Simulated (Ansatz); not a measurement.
LuH2:

```xyz
3
Lattice="0.0000 2.5165 2.5165 2.5165 0.0000 2.5165 2.5165 2.5165 0.0000" Properties=species:S:1:pos:R:3 pbc="T T T"
Lu    0.0000    0.0000    0.0000
H     3.7748    3.7748    3.7748
H     1.2583    1.2583    1.2583
```

```yaml
Program: Ansatz 0.2.0
Task: relaxation of cell and atoms
Functional: PBE
Dispersion: D4
Potentials_or_basis: Ansatz PAW
Cutoff: "420 eV (not typed: the program's choice for these potentials)"
k_mesh: 9 × 9 × 9
Occupations: fermi-dirac, width 0.05 eV
Spin: no spin polarisation
```

At the start: volume 10.62 Å³/atom.

Problem. Where does the relaxation end?

Solution. It ends after 4 steps and the volume is 10.11 Å³/atom (-4.8 %); space group Fm-3m (No. 225, to 0.05 Å).

Step by step:
| step | energy change (eV) | largest force (eV/Å) | volume (Å³) |
| --- | --- | --- | --- |
| 1 | 0.0000 | 0.0000 | 31.87 |
| 2 | -0.0226 | 0.0000 | 30.52 |
| 3 | -0.0231 | 0.0000 | 30.34 |
| 4 | -0.0216 | 0.0000 | 30.34 |

Final structure:
```
Lu H
1.0
     0.00000    2.47543    2.47543
     2.47543    0.00000    2.47543
     2.47543    2.47543    0.00000
Lu H
1 2
Cartesian
  0.0000 0.0000 0.0000
  3.7131 3.7131 3.7131
  1.2377 1.2377 1.2377
```

Caveat: the plane-wave basis is chosen anew once the cell has moved, so the energies of steps on either side of that aren't comparable.
